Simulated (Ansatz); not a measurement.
# CsRb₃, space group Fm-3m: a phonon calculation by finite displacements

Run with Ansatz's Python interface.

`POSCAR`
```text
CsRb3
1.0
   0.00000000    5.84841603    5.84841603
   5.84841603    0.00000000    5.84841603
   5.84841603    5.84841603    0.00000000
Cs Rb
1 3
Direct
   0.00000000    0.00000000    0.00000000
   0.25000000    0.25000000    0.25000000
   0.75000000    0.75000000    0.75000000
   0.50000000    0.50000000    0.50000000
```

`phonons_csrb3.py`:
```python
# -*- coding: utf-8 -*-
from pathlib import Path
import logging
import sys

import ansatz as az
from ase.io import read
import numpy as np

logging.basicConfig(stream=sys.stdout, format="%(levelname)s:%(name)s:%(message)s")
logger = logging.getLogger("calc")
logger.setLevel(logging.INFO)

FUNCTIONAL = "LDA"
WIDTH_EV = 0.2
SCF_TOL = 1e-08
KGRID = (4, 4, 4)

atoms = read("POSCAR", format="vasp")
system = az.Crystal.from_ase(atoms)

calculation = system.calculation()
calculation = calculation.functional(FUNCTIONAL)
calculation = calculation.occupations(az.OccupationsMethod.FERMI_DIRAC, width=WIDTH_EV).scf(tolerance=SCF_TOL, self_checks="low")
calculation = calculation.kpoints(*KGRID)
calculation = calculation.phonons("fd", supercell=1)
result = calculation.run(runs_dir="runs")
folder = Path(result.output_folder) / "results"
ph = result.phonons

for mode, w in enumerate(ph.gamma_omega_inv_cm, start=1):
    logger.info(f"Gamma mode {mode:2d}: {w:8.1f} 1/cm  {w / 33.35641:7.3f} THz")
logger.info(f"{ph.n_members} displaced supercells, sum-rule residual {ph.asr_residual_pre_ev_ang2:.1e} eV/A^2")
optical = np.sort(ph.gamma_omega_inv_cm)
print("imaginary modes at Gamma:", int((optical < -10).sum()), "- highest mode", round(float(optical[-1]), 1), "1/cm")
```

```console
$ python phonons_csrb3.py
DeckWarning: basis.ecutwfc = 420 eV, auto-derived from the records' recommended cutoffs: set by Cs (normal level)
INFO:calc:Gamma mode  1:      0.0 1/cm    0.000 THz
INFO:calc:Gamma mode  2:      0.0 1/cm    0.000 THz
INFO:calc:Gamma mode  3:      0.0 1/cm    0.000 THz
INFO:calc:Gamma mode  4:     25.6 1/cm    0.767 THz
INFO:calc:Gamma mode  5:     25.6 1/cm    0.767 THz
INFO:calc:Gamma mode  6:     25.6 1/cm    0.767 THz
INFO:calc:Gamma mode  7:     26.0 1/cm    0.779 THz
INFO:calc:Gamma mode  8:     26.0 1/cm    0.779 THz
INFO:calc:Gamma mode  9:     26.0 1/cm    0.779 THz
INFO:calc:Gamma mode 10:     35.1 1/cm    1.052 THz
INFO:calc:Gamma mode 11:     35.1 1/cm    1.052 THz
INFO:calc:Gamma mode 12:     35.1 1/cm    1.052 THz
INFO:calc:3 displaced supercells, sum-rule residual 4.4e-05 eV/A^2
imaginary modes at Gamma: 0 - highest mode 35.1 1/cm
```
(Warnings from the package without file and line.)

Notes:
- These settings explore the input space; cutoff and mesh may be short of convergence.
- The cell isn't relaxed first, so the values belong to this volume.
- For a metal this k-point mesh is coarse: on a finer one energies can move by several to tens of meV an atom and pressures by half a GPa or more, differences at one mesh by less.
- The structure comes from a database of computed cells and needn't be a stable or known phase.
- The structure is taken as given and the supercell is small; imaginary modes can come from an unrelaxed or unstable start. Phonons of metals also depend on mesh and smearing.
- Hardware and time: 44 s on 1 thread of Arm Neoverse V1, on a shared host, peak memory 0.71 GiB.
